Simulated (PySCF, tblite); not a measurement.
# C6H12GeO: geometry, infrared bands and NMR shifts

Wanted: the infrared bands and NMR shifts of C6H12GeO (`C1CC1OC1[CH2][GeH2][CH2]1`), by calculation.

Programs: tblite 0.8.0 and PySCF 2.14.0, with density-fitted response routines of our own. Each step states its level of theory. These are calculated values for one molecule in the gas phase, unless marked as measured. Atoms are numbered from 0 throughout.

**1. Starting geometry**

20 atoms, charge 0, multiplicity 1; geometry from: force field or distance geometry start.

Bonds of the start (Å): C0–C1 1.49, C1–C2 1.51, C2–O3 1.38, O3–C4 1.38, C4–C5 1.50, C5–Ge6 1.94, Ge6–C7 1.92, C2–C0 1.53, C7–C4 1.51, C0–H8 1.10, C0–H9 1.13, C1–H10 1.11, C1–H11 1.11, C2–H12 1.09, C4–H13 1.09, C5–H14 1.11, C5–H15 1.10, Ge6–H16 1.53, Ge6–H17 1.53, C7–H18 1.11, C7–H19 1.11.

**2. Relaxing the molecule with GFN2-xTB**

What the job is given:

```
{"job": {"kind": "relax", "xc": "GFN2-xTB", "basis": "xTB"}, "charge": 0, "multiplicity": 1}
C      2.834800     0.267200    -0.978900
C      2.813200    -0.319700     0.390600
C      1.583400    -0.456600    -0.472500
O      0.565300     0.414500    -0.159000
C     -0.720800    -0.082500    -0.255500
C     -1.759400     0.795200    -0.889500
Ge    -3.098600    -0.171000     0.123500
C     -1.443800     0.058200     1.059900
H      3.462500    -0.224900    -1.738500
H      2.751700     1.395700    -0.967700
H      3.363100    -1.257500     0.628500
H      2.827300     0.408200     1.227800
H      1.382600    -1.475000    -0.799200
H     -0.745800    -1.115800    -0.608600
H     -1.675700     1.870800    -0.646900
H     -1.948300     0.628200    -1.959700
H     -3.332500    -1.640200    -0.252600
H     -4.307900     0.643600     0.598300
H     -1.149900    -0.773400     1.732000
H     -1.406500     1.045800     1.555200
```

Started as:

```
> OMP_NUM_THREADS=1 python probes_run.py task.json out
```

This one command runs all jobs of the session in turn.

What it wrote:

```text
step      E/eV     max force
  0    -675.89215    4.082
  1    -676.39000    1.830
  2    -676.61715    1.402
  3    -676.80560    0.774
  4    -676.88531    0.541
  5    -676.93569    0.536
  6    -676.96868    0.468
  7    -676.99311    0.323
  8    -677.01102    0.310
  9    -677.02678    0.304
 10    -677.03817    0.264
 11    -677.04698    0.255
 12    -677.05551    0.210
 13    -677.06360    0.194
 14    -677.06993    0.159
 15    -677.07458    0.147
 16    -677.07851    0.144
 17    -677.08245    0.132
 18    -677.08638    0.144
 19    -677.09037    0.130
 20    -677.09481    0.175
 21    -677.09961    0.183
 22    -677.10358    0.127
 23    -677.10602    0.094
 24    -677.10755    0.075
 25    -677.10898    0.094
 26    -677.11073    0.113
 27    -677.11262    0.126
 28    -677.11422    0.093
 29    -677.11547    0.085
 30    -677.11676    0.093
 31    -677.11842    0.093
 32    -677.12038    0.113
 33    -677.12239    0.097
 34    -677.12452    0.123
 35    -677.12724    0.135
 36    -677.13106    0.169
 37    -677.13562    0.173
 38    -677.13980    0.161
 39    -677.14316    0.132
 40    -677.14598    0.105
 41    -677.14918    0.139
 42    -677.15290    0.154
 43    -677.15640    0.118
 44    -677.15913    0.116
 45    -677.16132    0.115
 46    -677.16338    0.105
 47    -677.16539    0.109
 48    -677.16738    0.161
 49    -677.16922    0.180
 50    -677.17172    0.168
 51    -677.17495    0.140
 52    -677.18379    0.168
 53    -677.18658    0.167
 54    -677.19125    0.105
 55    -677.19337    0.113
 56    -677.19512    0.108
 57    -677.19685    0.098
 58    -677.19865    0.079
 59    -677.19997    0.072
 60    -677.20116    0.069
 61    -677.20213    0.071
 62    -677.20300    0.073
 63    -677.20396    0.079
 64    -677.20514    0.100
 65    -677.20668    0.102
 66    -677.20842    0.119
 67    -677.21023    0.106
 68    -677.21173    0.117
 69    -677.21356    0.116
 70    -677.21527    0.101
 71    -677.21719    0.126
 72    -677.21896    0.098
 73    -677.22124    0.119
 74    -677.22324    0.097
 75    -677.22500    0.117
 76    -677.22608    0.067
 77    -677.22701    0.086
 78    -677.22781    0.054
 79    -677.22855    0.047
 80    -677.22911    0.055
 81    -677.22971    0.057
 82    -677.23032    0.062
 83    -677.23087    0.065
 84    -677.23127    0.042
 85    -677.23159    0.037
 86    -677.23191    0.040
 87    -677.23230    0.046
 88    -677.23279    0.053
 89    -677.23343    0.062
 90    -677.23430    0.077
 91    -677.23540    0.083
 92    -677.23665    0.083
 93    -677.23806    0.083
 94    -677.23969    0.108
 95    -677.24141    0.100
 96    -677.24286    0.105
 97    -677.24367    0.086
 98    -677.24438    0.048
 99    -677.24484    0.038
100    -677.24531    0.045
101    -677.24554    0.033
102    -677.24581    0.030
103    -677.24596    0.027
104    -677.24611    0.027
105    -677.24624    0.024
106    -677.24635    0.019
107    -677.24643    0.018
108    -677.24648    0.016
109    -677.24653    0.011
110    -677.24656    0.014
111    -677.24658    0.015
112    -677.24660    0.014
113    -677.24662    0.010
114    -677.24664    0.009
```

Wall time 1.5 s (1 thread of Arm Neoverse N1, shared host); peak memory 0.18 GiB.

Step by step: (not every step is listed)

```csv
step,energy from step 0 (eV),largest force (eV/Å)
0,0.0000,4.0815
1,-0.4978,1.8297
2,-0.7250,1.4015
3,-0.9135,0.7743
4,-0.9932,0.5410
5,-1.0435,0.5358
6,-1.0765,0.4679
7,-1.1010,0.3231
8,-1.1189,0.3104
18,-1.1942,0.1444
28,-1.2221,0.0930
38,-1.2477,0.1607
48,-1.2752,0.1607
58,-1.3065,0.0791
68,-1.3196,0.1167
78,-1.3357,0.0537
88,-1.3406,0.0526
98,-1.3522,0.0485
108,-1.3543,0.0164
109,-1.3544,0.0114
110,-1.3544,0.0139
111,-1.3544,0.0153
112,-1.3544,0.0136
113,-1.3545,0.0102
114,-1.3545,0.0087
```

Close pairs (by a distance rule), those that changed most:

```csv
bond,before (Å),after (Å),change (Å)
Ge6–C7,1.915,1.981,+0.066
C0–H9,1.132,1.078,-0.053
C5–Ge6,1.937,1.981,+0.044
C0–C2,1.532,1.493,-0.039
C4–C7,1.508,1.546,+0.038
C4–C5,1.500,1.537,+0.037
C1–H10,1.113,1.079,-0.034
C1–H11,1.109,1.078,-0.031
```

The end geometry stands in the next job.

**3. Harmonic vibrations with GFN2-xTB**

What the job is given:

```
{"job": {"kind": "ir", "xc": "GFN2-xTB", "basis": "xTB"}, "charge": 0, "multiplicity": 1}
C      2.914003     0.393543    -0.650184
C      2.349144    -0.197261     0.610233
C      1.607970    -0.328622    -0.691317
O      0.464616     0.424248    -0.936149
C     -0.739400    -0.217520    -0.579091
C     -1.950613     0.541633    -1.144493
Ge    -2.968075     0.076822     0.490693
C     -1.063243    -0.239204     0.932524
H      3.771468    -0.073354    -1.109204
H      2.880756     1.465927    -0.756662
H      2.814812    -1.077446     1.026424
H      1.957934     0.486586     1.346391
H      1.578107    -1.316490    -1.152595
H     -0.726308    -1.248970    -0.963188
H     -1.711780     1.602803    -1.188104
H     -2.256922     0.216944    -2.135061
H     -3.839613    -1.148304     0.396537
H     -3.741827     1.142423     1.224952
H     -0.721508    -1.128583     1.455726
H     -0.624669     0.635506     1.409833
```

What it wrote:

```text
mode    cm-1     km/mol
  1      40.8      0.16
  2      66.3      0.12
  3      78.8      1.44
  4     179.1      1.90
  5     276.8      8.83
  6     302.1      0.16
  7     388.4     26.49
  8     424.1      1.28
  9     454.6      3.73
 10     465.6      1.47
 11     497.7     17.63
 12     560.6    122.03
 13     610.2     86.04
 14     678.5     19.34
 15     732.8      5.80
 16     791.3      5.40
 17     803.0    118.91
 18     824.3    200.49
 19     846.3     12.25
 20     869.1     17.50
 21     903.7     30.59
 22     977.4     14.32
 23     990.9      1.85
 24    1019.7      5.40
 25    1048.4     47.44
 26    1063.2     15.17
 27    1068.9     19.79
 28    1081.1      2.77
 29    1093.5      7.54
 30    1143.9      2.98
 31    1151.0     13.63
 32    1156.3     70.52
 33    1171.5     28.47
 34    1185.0     32.07
 35    1264.9      2.28
 36    1284.6     11.80
 37    1327.8     44.08
 38    1364.9     35.74
 39    1420.6      0.11
 40    1437.8      3.97
 41    1443.5      4.29
 42    1474.5     19.21
 43    1906.3    294.12
 44    1986.9    533.72
 45    2840.8     79.40
 46    2938.3     61.13
 47    2989.3     10.31
 48    2994.9     42.55
 49    3000.9     37.33
 50    3006.1     31.10
 51    3088.2     23.91
 52    3093.3     19.45
 53    3108.2      9.23
 54    3123.4     46.07
```

It took 1.3 s on 1 thread of Arm Neoverse N1, shared host; peak memory 0.18 GiB.

The strongest bands and the atoms that carry them (share of the mass-weighted mode):

```csv
cm⁻¹,km/mol,atoms
561,122.0,"H17 46 %, H16 42 %"
610,86.0,"C5 36 %, C7 23 %, Ge6 13 %"
803,118.9,"H17 23 %, C7 12 %, H18 11 %, C5 10 %"
824,200.5,"H16 40 %, H17 23 %"
1156,70.5,"C4 16 %, O3 14 %, H19 13 %, C2 10 %"
1906,294.1,"H17 61 %, H16 38 %"
1987,533.7,"H16 60 %, H17 38 %"
2841,79.4,H13 93 %
```

**4. Nuclear shieldings: PBE0/pcSseg-1**

Settings changed since step 3:

```diff
@@ -1,2 +1,2 @@
-{"job": {"kind": "ir", "xc": "GFN2-xTB", "basis": "xTB"}, "charge": 0, "multiplicity": 1}
+{"job": {"kind": "nmr", "xc": "PBE0", "basis": "pcSseg-1"}, "charge": 0, "multiplicity": 1}
 C      2.914003     0.393543    -0.650184
```

Level: GIAO PBE0/pcSseg-1 NMR shielding, non-relativistic, gas phase.

What it wrote:

```text
coarse grid: 73344 points
cycle   1  E = -2387.0028065711  dE =  4.775e-01  |g| = 1.048e+00  |ddm| = 4.060e+00
cycle   2  E = -2386.8933935744  dE =  1.094e-01  |g| = 1.250e+00  |ddm| = 1.626e+00
cycle   3  E = -2387.1246205893  dE = -2.312e-01  |g| = 1.750e-01  |ddm| = 1.180e+00
cycle   4  E = -2387.1298880705  dE = -5.267e-03  |g| = 6.959e-02  |ddm| = 2.032e-01
cycle   5  E = -2387.1306689731  dE = -7.809e-04  |g| = 1.020e-02  |ddm| = 6.057e-02
cycle   6  E = -2387.1306907037  dE = -2.173e-05  |g| = 3.948e-03  |ddm| = 1.231e-02
cycle   7  E = -2387.1306944219  dE = -3.718e-06  |g| = 8.602e-04  |ddm| = 4.090e-03
final grid: 155960 points
cycle   8  E = -2387.1307051431  dE = -9.433e-09  |g| = 1.074e-03  |ddm| = 3.169e-03
cycle   9  E = -2387.1307049008  dE =  2.423e-07  |g| = 1.486e-03  |ddm| = 2.307e-03
cycle  10  E = -2387.1307054223  dE = -5.215e-07  |g| = 1.048e-04  |ddm| = 1.303e-03
cycle  11  E = -2387.1307054247  dE = -2.427e-09  |g| = 2.595e-05  |ddm| = 1.133e-04
cycle  12  E = -2387.1307054248  dE = -9.504e-11  |g| = 4.037e-06  |ddm| = 2.175e-05
converged SCF energy = -2387.1307054248

GIAO shielding tensors (ppm)
atom      isotropic    diamagn.    paramagn.     s11        s22        s33       span
  0 C      182.044     258.778     -76.734    152.639    175.493    217.999     65.360
  1 C      178.456     252.977     -74.520    146.406    174.342    214.621     68.215
  2 C      131.719     241.537    -109.818     87.193    100.609    207.357    120.164
  3 O      229.006     399.214    -170.208    201.252    241.317    244.447     43.195
  4 C      108.026     243.649    -135.623     78.340     91.585    154.155     75.815
  5 C      159.603     251.137     -91.534    127.733    157.122    193.955     66.222
  6 Ge    1529.236    2757.223   -1227.987   1416.219   1550.895   1620.595    204.376
  7 C      158.822     251.612     -92.789    133.819    151.562    191.086     57.267
  8 H       31.306      30.493       0.813     25.379     26.785     41.753     16.375
  9 H       31.121      32.142      -1.021     25.424     28.840     39.100     13.676
 10 H       31.507      31.152       0.355     26.198     26.843     41.479     15.281
 11 H       31.114      32.621      -1.508     26.439     28.921     37.981     11.543
 12 H       28.783      30.643      -1.860     22.799     28.025     35.526     12.727
 13 H       27.622      32.984      -5.361     24.336     29.001     29.530      5.193
 14 H       29.739      30.867      -1.127     25.859     29.006     34.354      8.495
 15 H       29.645      30.306      -0.661     24.817     26.835     37.284     12.468
 16 H       27.547      29.363      -1.816     21.037     22.582     39.022     17.985
 17 H       27.398      28.699      -1.301     20.601     22.104     39.489     18.888
 18 H       29.537      32.376      -2.839     24.201     28.709     35.700     11.499
 19 H       29.998      32.414      -2.417     25.126     30.393     34.474      9.348
```

Wall time 84 s (1 thread of Arm Neoverse N1, shared host); peak memory 0.93 GiB.

Shifts follow as δ = σ(reference) − σ, with reference shieldings (ppm) from runs at the same level and on the same kind of geometry: ¹H TMS 31.72, ¹³C TMS 186.9, ¹⁷O H2O 336.1, ⁷³Ge GeMe4 1331. The references are single molecules in the gas phase, so shifts against H2O, NH3, PH3, H3PO4 or CFCl3 are not on the usual liquid scales and can be off by tens of ppm. Atoms listed in one row are averaged.

```csv
atoms,environment,σ (ppm),δ (ppm)
C4,sp3 CH bonded to O,108.0,78.9
C2,three-membered-ring carbon,131.7,55.2
"C5, C7",sp3 CH2 bonded to Ge,159.2,27.7
"C0, C1",three-membered-ring carbon,180.3,6.7
H17,"hydrogen on a germanium bonded to 2 C, in a 4-membered ring",27.40,4.32
H16,"hydrogen on a germanium bonded to 2 C, in a 4-membered ring",27.55,4.17
H13,hydrogen on an sp3 CH bonded to O,27.62,4.09
H12,hydrogen on a three-membered-ring carbon,28.78,2.93
"H15, H18",hydrogen on an sp3 CH2 bonded to Ge,29.59,2.13
"H14, H19",hydrogen on an sp3 CH2 bonded to Ge,29.87,1.85
"H9, H11",hydrogen on a three-membered-ring carbon,31.12,0.60
"H8, H10",hydrogen on a three-membered-ring carbon,31.41,0.31
O3,ether oxygen,229.0,107.1
Ge6,"germanium bonded to 2 C, 2 H, in a 4-membered ring",1529,-198
```

The run also stored atomic charges by several schemes (e):

```csv
atoms,Mulliken,IAO,Hirshfeld,ESP fit
"C0, C1",-0.22,-0.31,-0.10,-0.32
C2,0.04,0.06,0.03,0.16
O3,-0.48,-0.38,-0.13,-0.46
C4,0.03,0.10,0.04,0.61
"C5, C7",-0.38,-0.52,-0.17,-0.59
Ge6,0.36,0.60,0.34,0.46
```

Mayer bond orders: C0–C1 0.97, C1–C2 0.95, C2–O3 0.95, O3–C4 0.89, C4–C5 0.97, C5–Ge6 0.96, Ge6–C7 0.96, C2–C0 0.98, C7–C4 0.98.

Ring of atoms C0, C1, C2: NICS(0) -39.7, NICS(1) -8.4, NICS(1)zz -20.3 ppm (means of both faces; NICS(1) differs between them: -9.5 and -7.2).

The two faces differ (NICS(1)zz -16.6 and -24.0 ppm).

In rings of three or four atoms NICS is ruled by the nearby σ bonds, so it says little on aromaticity.

Ring of atoms C4, C5, Ge6, C7: NICS(0) -3.0, NICS(1) -2.4, NICS(1)zz 4.2 ppm (means of both faces).

**5. Summary of results**

```
                                                               quantity                                               value
                              strongest single infrared mode (GFN2-xTB)                               1987 cm⁻¹, 534 km/mol
                                           zero-point energy (GFN2-xTB)                                      100.1 kcal/mol
¹³C shifts against TMS (PBE0/pcSseg-1, means over atoms taken as alike)                           78.9, 55.2, 27.7, 6.7 ppm
 ¹H shifts against TMS (PBE0/pcSseg-1, means over atoms taken as alike)  4.32, 4.17, 4.09, 2.93, 2.13, 1.85, 0.60, 0.31 ppm
                                 ¹⁷O shifts against H2O (PBE0/pcSseg-1)                                           107.1 ppm
                              ⁷³Ge shifts against GeMe4 (PBE0/pcSseg-1)                                            -198 ppm
```

In words: Relaxing lowered the energy by 1.354 eV in 114 steps; the close pair that moved most is Ge6–C7, from 1.915 to 1.981 Å. All 54 modes are real, so the xTB geometry is a minimum. The strongest single mode, at 1987 cm⁻¹, moves mainly H16 and H17. Unscaled tight-binding wavenumbers are off by several per cent, some by more. Its intensities can rank the bands wrongly. The most deshielded carbon is C4 (sp3 CH bonded to O), at 78.9 ppm: pulled downfield by the heteroatom. At PBE0/pcSseg-1: The widest tensor belongs to Ge6: span 204 ppm, with a paramagnetic part of -1228 ppm. Spin-orbit coupling is left out, which matters for shieldings and couplings at and beside the heavy atoms.
